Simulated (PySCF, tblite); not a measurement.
# C7H9S radical: geometry, infrared bands and EPR parameters

Wanted: the infrared bands and EPR parameters of C7H9S radical (`C=[C]C1=CSC[C@H]1C`), by calculation.

The runs use tblite 0.8.0 and PySCF 2.14.0, with density-fitted response routines of our own; the level of theory stands in each step. All values are computed, except where a source is named. Atoms are numbered from 0 throughout.

## Step 1: The starting structure

17 atoms, charge 0, multiplicity 2; geometry from: force field or distance geometry start.

Bonds of the start (Å): C0–C1 1.32, C1–C2 1.47, C2–C3 1.33, C3–S4 1.81, S4–C5 1.83, C5–C6 1.49, C6–C7 1.50, C6–C2 1.44, C0–H8 1.10, C0–H9 1.07, C3–H10 1.07, C5–H11 1.10, C5–H12 1.13, C6–H13 1.13, C7–H14 1.10, C7–H15 1.11, C7–H16 1.12.

## Step 2: Relaxing the molecule with GFN2-xTB

The job: settings as JSON, then the geometry in Å.

```
{"job": {"kind": "relax", "xc": "GFN2-xTB", "basis": "xTB"}, "charge": 0, "multiplicity": 2}
C      2.353500    -0.811300     0.882600
C      2.067800     0.307500     0.239100
C      0.699600     0.704300    -0.105600
C      0.454400     1.837200    -0.754300
S     -1.340000     1.948700    -0.980600
C     -1.714600     0.743600     0.349700
C     -0.477100    -0.075400     0.198000
C     -0.772300    -1.183400    -0.776700
H      1.587700    -1.533400     1.204200
H      3.363300    -1.066200     1.129200
H      1.197700     2.546400    -1.067200
H     -2.653100     0.207300     0.172100
H     -1.704800     1.322800     1.324800
H     -0.297300    -0.581000     1.194900
H     -0.420800    -0.963100    -1.795500
H     -0.463000    -2.167700    -0.368000
H     -1.887900    -1.224000    -0.856600
```

Run with:

```console
> OMP_NUM_THREADS=1 python probes_run.py task.json out
```

The driver reads the jobs from task.json and runs them one after another.

The log of the run:

```text
step      E/eV     max force
  0    -616.40049    4.353
  1    -616.83955    0.966
  2    -616.94478    0.963
  3    -617.08007    0.880
  4    -617.13952    0.553
  5    -617.18318    0.429
  6    -617.21082    0.451
  7    -617.24465    0.523
  8    -617.26879    0.395
  9    -617.28257    0.226
 10    -617.29092    0.203
 11    -617.30159    0.294
 12    -617.31571    0.316
 13    -617.32931    0.300
 14    -617.33951    0.242
 15    -617.34716    0.196
 16    -617.35327    0.211
 17    -617.35878    0.209
 18    -617.36335    0.171
 19    -617.36679    0.142
 20    -617.37013    0.141
 21    -617.37440    0.158
 22    -617.37941    0.190
 23    -617.38415    0.168
 24    -617.38844    0.181
 25    -617.39347    0.243
 26    -617.40159    0.303
 27    -617.41293    0.316
 28    -617.42287    0.234
 29    -617.42983    0.183
 30    -617.43559    0.232
 31    -617.44148    0.236
 32    -617.44702    0.234
 33    -617.45207    0.160
 34    -617.45546    0.139
 35    -617.45928    0.168
 36    -617.46305    0.188
 37    -617.47038    0.212
 38    -617.47767    0.219
 39    -617.48746    0.272
 40    -617.50172    0.339
 41    -617.52648    0.582
 42    -617.54146    0.880
 43    -617.58389    0.950
 44    -617.56849    1.518
 45    -617.67511    0.503
 46    -617.70568    1.038
 47    -617.74798    0.754
 48    -617.84071    0.739
 49    -617.89259    0.577
 50    -617.96694    0.902
 51    -617.98761    0.896
 52    -618.03909    0.601
 53    -618.06394    0.475
 54    -618.08760    0.421
 55    -618.10086    0.278
 56    -618.11460    0.227
 57    -618.12450    0.188
 58    -618.13086    0.179
 59    -618.13620    0.187
 60    -618.13978    0.185
 61    -618.14239    0.130
 62    -618.14450    0.117
 63    -618.14626    0.100
 64    -618.14851    0.106
 65    -618.15089    0.141
 66    -618.15361    0.124
 67    -618.15632    0.146
 68    -618.15958    0.156
 69    -618.16416    0.176
 70    -618.17060    0.226
 71    -618.17750    0.216
 72    -618.18361    0.222
 73    -618.18844    0.189
 74    -618.19252    0.158
 75    -618.19527    0.169
 76    -618.19670    0.092
 77    -618.19768    0.117
 78    -618.19847    0.101
 79    -618.19943    0.074
 80    -618.20026    0.077
 81    -618.20103    0.073
 82    -618.20150    0.059
 83    -618.20197    0.045
 84    -618.20230    0.044
 85    -618.20247    0.030
 86    -618.20256    0.020
 87    -618.20264    0.019
 88    -618.20270    0.020
 89    -618.20275    0.018
 90    -618.20279    0.013
 91    -618.20282    0.012
 92    -618.20287    0.014
 93    -618.20294    0.016
 94    -618.20303    0.018
 95    -618.20310    0.016
 96    -618.20316    0.017
 97    -618.20320    0.016
 98    -618.20324    0.016
 99    -618.20329    0.021
100    -618.20333    0.020
101    -618.20336    0.014
102    -618.20338    0.013
103    -618.20342    0.015
104    -618.20347    0.021
105    -618.20355    0.023
106    -618.20365    0.032
107    -618.20375    0.038
108    -618.20386    0.039
109    -618.20402    0.035
110    -618.20428    0.041
111    -618.20456    0.035
112    -618.20472    0.027
113    -618.20478    0.019
114    -618.20481    0.014
115    -618.20484    0.010
116    -618.20486    0.008
```

It took 0.64 s on 1 thread of Arm Neoverse V2, shared host.

The steps of the relaxation: (not every step is listed)

```tsv
step	energy from step 0 (eV)	largest force (eV/Å)
0	0.0000	4.3531
1	-0.4391	0.9662
2	-0.5443	0.9627
3	-0.6796	0.8796
4	-0.7390	0.5528
5	-0.7827	0.4293
6	-0.8103	0.4512
7	-0.8442	0.5229
8	-0.8683	0.3947
18	-0.9629	0.1713
28	-1.0224	0.2339
38	-1.0772	0.2189
48	-1.4402	0.7389
58	-1.7304	0.1790
68	-1.7591	0.1557
78	-1.7980	0.1014
88	-1.8022	0.0198
98	-1.8028	0.0161
108	-1.8034	0.0393
111	-1.8041	0.0354
112	-1.8042	0.0266
113	-1.8043	0.0187
114	-1.8043	0.0137
115	-1.8043	0.0103
116	-1.8044	0.0078
```

Distances of close pairs at the start and the end, largest changes first:

```tsv
bond	before (Å)	after (Å)	change (Å)
C1–C2	1.466	1.332	-0.134
C3–S4	1.812	1.722	-0.090
C2–C6	1.444	1.522	+0.078
C2–C3	1.328	1.394	+0.065
C5–H12	1.134	1.091	-0.043
C6–H13	1.132	1.094	-0.038
C5–C6	1.492	1.527	+0.035
C0–C1	1.322	1.291	-0.031
```

The final coordinates are the input of the step that follows.

## Step 3: Harmonic vibrations with GFN2-xTB

The job: settings as JSON, then the geometry in Å.

```
{"job": {"kind": "ir", "xc": "GFN2-xTB", "basis": "xTB"}, "charge": 0, "multiplicity": 2}
C      2.782034    -0.805321     0.827186
C      1.715607    -0.189624     0.440131
C      0.602110     0.432068     0.055342
C      0.547553     1.618895    -0.672910
S     -1.040782     2.211336    -0.974065
C     -1.764410     1.014108     0.206238
C     -0.778564    -0.144855     0.331067
C     -1.079816    -1.247960    -0.684068
H      3.270835    -1.554863     0.217145
H      3.256750    -0.605359     1.779711
H      1.388463     2.161002    -1.055563
H     -2.737727     0.704465    -0.168759
H     -1.891489     1.541224     1.152793
H     -0.824460    -0.563188     1.341167
H     -1.072332    -0.841993    -1.693662
H     -0.325163    -2.028423    -0.619795
H     -2.055609    -1.689482    -0.491868
```

The log of the run:

```text
mode    cm-1     km/mol
  1      72.8      0.88
  2     117.3      0.17
  3     126.7      0.11
  4     198.4      2.43
  5     221.0      0.10
  6     251.0      0.45
  7     340.8      1.14
  8     455.4      0.15
  9     477.6      0.01
 10     483.5      0.13
 11     534.8      0.28
 12     561.9      6.43
 13     582.4     13.90
 14     711.7      3.69
 15     816.7      1.16
 16     852.5     16.27
 17     859.4      3.41
 18     879.8     40.29
 19     947.8      0.74
 20     957.2      1.34
 21    1030.5      0.64
 22    1055.4      3.98
 23    1104.1      0.46
 24    1122.5     16.08
 25    1166.6      4.24
 26    1190.7      0.63
 27    1227.4      3.00
 28    1277.4      1.47
 29    1299.1      4.53
 30    1345.3      5.06
 31    1408.3      5.50
 32    1434.3      1.83
 33    1446.6      0.77
 34    1495.0      0.81
 35    1497.1      3.67
 36    1981.7    120.49
 37    2941.3     25.78
 38    2974.9     22.09
 39    2994.0     24.06
 40    3010.5     73.60
 41    3015.1      6.92
 42    3026.8     40.57
 43    3034.2     26.76
 44    3041.8     14.63
 45    3165.3     12.14
```

Run time: 0.47 s. Hardware: 1 thread of Arm Neoverse V2, shared host.

Which atoms move in the most intense modes:

```tsv
cm⁻¹	km/mol	atoms
880	40.3	C3 34 %, H10 16 %, S4 11 %, H8 10 %
1982	120.5	C1 67 %, C0 22 %
2941	25.8	H13 91 %
2975	22.1	H12 90 %
2994	24.1	H8 50 %, H9 41 %
3010	73.6	H9 52 %, H8 43 %
3027	40.6	H16 87 %
3034	26.8	H14 85 %
```

## Step 4: g tensor and hyperfine couplings: B3LYP/pcH-1

The job, as its differences from that of step 3:

```diff
@@ -1,2 +1,2 @@
-{"job": {"kind": "ir", "xc": "GFN2-xTB", "basis": "xTB"}, "charge": 0, "multiplicity": 2}
+{"job": {"kind": "epr", "basis": "pcH-1"}, "charge": 0, "multiplicity": 2}
 C      2.782034    -0.805321     0.827186
```

Method: UKS B3LYP, pcH-1 on C H S, non-relativistic, mean-field spin-orbit, GIAO.

The log of the run:

```text
UKS, coarse grid
  cycle   1  E = -670.23586044  |g| = 3.22e-01
  cycle   2  E = -670.22126415  |g| = 3.51e-01
  cycle   3  E = -670.28629233  |g| = 7.13e-02
  cycle   4  E = -670.28832102  |g| = 4.96e-02
  cycle   5  E = -670.28955219  |g| = 1.09e-02
  cycle   6  E = -670.28963949  |g| = 5.42e-03
  cycle   7  E = -670.28967180  |g| = 2.17e-03
  cycle   8  E = -670.28967907  |g| = 1.13e-03
  cycle   9  E = -670.28968051  |g| = 5.15e-04
UKS, final grid
  cycle   1  E = -670.28969824  |g| = 7.21e-04
  cycle   2  E = -670.28969777  |g| = 1.27e-03
  cycle   3  E = -670.28969862  |g| = 1.32e-04
  cycle   4  E = -670.28969865  |g| = 9.94e-05
  cycle   5  E = -670.28969868  |g| = 4.62e-05
  cycle   6  E = -670.28969868  |g| = 9.83e-06
E = -670.28969868 Eh   <S^2> = 0.7710 (exact 0.7500)
g shifts (ppm)      1          2          3
  rmc          -165       -165       -165
  gc              2         44         35
  oz_so         -97        319       4829
  total        -260        198       4699
hyperfine (MHz)  atom isotope    a_iso     a_fc   dipolar eigenvalues
    0   13C     -34.06     -34.06     -8.05      1.81      6.24
    1   13C      42.54      42.69    -44.56    -33.74     78.29
    2   13C     -45.27     -45.30    -25.12      9.90     15.22
    3   13C      61.23      60.96    -51.81    -49.92    101.73
    4   33S       5.32       5.70    -20.50    -16.61     37.11
    5   13C      -0.73      -0.76     -0.85     -0.06      0.92
    6   13C       6.11       6.11     -1.37      0.24      1.13
    7   13C      -9.07      -9.07     -0.94      0.35      0.59
    8    1H      92.49      92.50     -2.63     -2.01      4.63
    9    1H      91.87      91.87     -2.66     -2.01      4.67
   10    1H     -39.85     -39.93    -22.33     -1.52     23.86
   11    1H      -0.15      -0.15     -1.64     -1.39      3.04
   12    1H      10.48      10.48     -2.09     -0.93      3.02
   13    1H      -6.63      -6.63     -1.98     -0.46      2.44
   14    1H       0.48       0.48     -2.31     -0.43      2.74
   15    1H       1.40       1.40     -1.90     -0.81      2.71
   16    1H      -2.10      -2.10     -0.93     -0.33      1.26
```

It took 1.7 min on 1 thread of Arm Neoverse V2, shared host; peak memory 1.1 GiB.

Principal g values 2.00206, 2.00252, 2.00702; g(iso) = 2.00386, against 2.00232 for a free electron.

Mean a(iso) over the nuclei that a row names, and the largest dipolar term of the row (other rows stand at the frozen geometry):

```tsv
nuclei	isotope	a(iso) (MHz)	a(iso) (G, at g = 2.0023)	largest dipolar term (MHz)
H8, H9	1H	92.2	32.9	4.7
C3	13C	61.2	21.8	101.7
C2	13C	-45.3	-16.2	-25.1
C1	13C	42.5	15.2	78.3
H10	1H	-39.9	-14.2	23.9
C0	13C	-34.1	-12.2	-8.0
H12	1H	10.5	3.7	3.0
C7	13C	-9.1	-3.2	-0.9
H13	1H	-6.6	-2.4	2.4
C6	13C	6.1	2.2	-1.4
S4	33S	5.3	1.9	37.1
C5	13C	-0.7	-0.3	0.9
H11	1H	-0.1	-0.1	3.0
H14, H15, H16	1H	-0.1	0.0	2.7
```

Mulliken spin populations:

C0 -0.09; C1 0.49; C2 -0.21; C3 0.59; S4 0.16; C5 0.00; C6 0.01; C7 0.00; H8 0.04; H9 0.04; H10 -0.03; H11 0.00; H12 0.00; H13 0.00; H14 0.00; H15 0.00; H16 0.00

In first order the couplings over 0.8 MHz of 1H give 24 distinct lines over 86.1 G, if the averaged nuclei exchange fast.

The fields below are evaluated on a grid from the run's orbitals.

ELF in a plane through or near 6 of the atoms.

Ten even steps from '0' (0.00) to '9' (1.00):
```
0000000000000000000000000000
0000000000000000000000000000
0000000000000000133200000000
0000000000022100488741000000
0000000000178632799962000000
0000000000078766736862000000
0000002320025218462641000000
0000025653127536525520000000
0000135786555760165200000000
0000256676686551112454100000
0000799756785433201466200000
0002999932520047620001000000
0001999710003774265100000000
0000477300019993499710000000
0000000000069996799930000000
0000000000049983499820000000
0000000000002210033100000000
0000000000000000000000000000
0000000000000000000000000000
0000000000000000000000000000
```
The map spans 12.4 Å across and 10.1 Å up, centred on the molecule. Atoms in the plane (x, y in Å): C3 (0.0, 1.7), S4 (1.7, 1.9), C7 (0.9, -1.5), H8 (-3.5, -0.7), H15 (0.0, -2.0), H16 (1.7, -2.1).

log10 of the density (e/Å³) in the same plane.

Values, 10 rows by 14 columns:
```
-4.0 -4.0 -4.0 -4.0 -4.0 -4.0 -4.0 -4.0 -3.8 -3.2 -3.2 -3.9 -4.0 -4.0
-4.0 -4.0 -4.0 -4.0 -4.0 -3.3 -2.6 -2.5 -2.1 -2.0 -2.6 -3.8 -4.0 -4.0
-4.0 -4.0 -4.0 -3.8 -3.1 -2.0 -0.8 -0.8 -0.5 -0.3 -1.3 -2.6 -4.0 -4.0
-4.0 -4.0 -2.8 -2.1 -1.8 -1.5 -0.1  0.5  0.1  0.6 -0.9 -2.3 -4.0 -4.0
-4.0 -3.2 -1.8 -1.0 -0.6 -0.3  0.2 -0.1 -0.6 -0.4 -1.2 -2.3 -3.9 -4.0
-4.0 -2.8 -1.1  0.0 -0.2 -0.2 -0.4 -0.4 -0.5 -1.0 -1.2 -2.2 -3.8 -4.0
-4.0 -3.1 -1.5 -0.7 -1.3 -1.6 -1.0  0.0  1.4 -0.8 -2.1 -3.1 -4.0 -4.0
-4.0 -4.0 -3.0 -2.6 -2.7 -2.6 -1.0 -0.2 -0.3 -0.7 -2.1 -3.6 -4.0 -4.0
-4.0 -4.0 -4.0 -4.0 -4.0 -3.6 -2.4 -2.0 -1.9 -2.2 -3.1 -4.0 -4.0 -4.0
-4.0 -4.0 -4.0 -4.0 -4.0 -4.0 -4.0 -3.8 -3.7 -3.9 -4.0 -4.0 -4.0 -4.0
```
The map spans 12.4 Å across and 10.1 Å up, centred on the molecule. Atoms in the plane (x, y in Å): C3 (0.0, 1.7), S4 (1.7, 1.9), C7 (0.9, -1.5), H8 (-3.5, -0.7), H15 (0.0, -2.0), H16 (1.7, -2.1).

On the surface of density 0.002 e/bohr³ the electrostatic potential runs, from the 1st to the 99th percentile, from -0.71 V near S4 to 0.94 V near H11.

The spin density lies nearest to C1, C3 about 30 % each; S4 14 %; C2 8 % (beta excess).

## Step 5: What came out

| quantity | value |
| --- | --- |
| strongest single infrared mode (GFN2-xTB) | 1982 cm⁻¹, 120 km/mol |
| zero-point energy (GFN2-xTB) | 84.0 kcal/mol |
| g(iso) (B3LYP) | 2.00386 |
| ⟨S²⟩ | 0.771 (exact 0.75) |
| largest a(iso) (averaged by class) | 1H on H8, H9, 92.2 MHz |
| surface potential, 1st and 99th percentile | -0.71 V and 0.94 V |

What this shows: Over 116 steps the energy fell by 1.804 eV; of the close pairs, C1–C2 changed most, 1.466 to 1.332 Å. No mode is imaginary among the 45: a minimum at this level. The strongest single mode, at 1982 cm⁻¹, moves mainly C1. Unscaled tight-binding wavenumbers are off by several per cent, some by more. Its intensities can rank the bands wrongly. The largest spin populations lie on C3 (0.59 e), C1 (0.49 e). The isotropic g lies 1.5 ppt above the free-electron value.
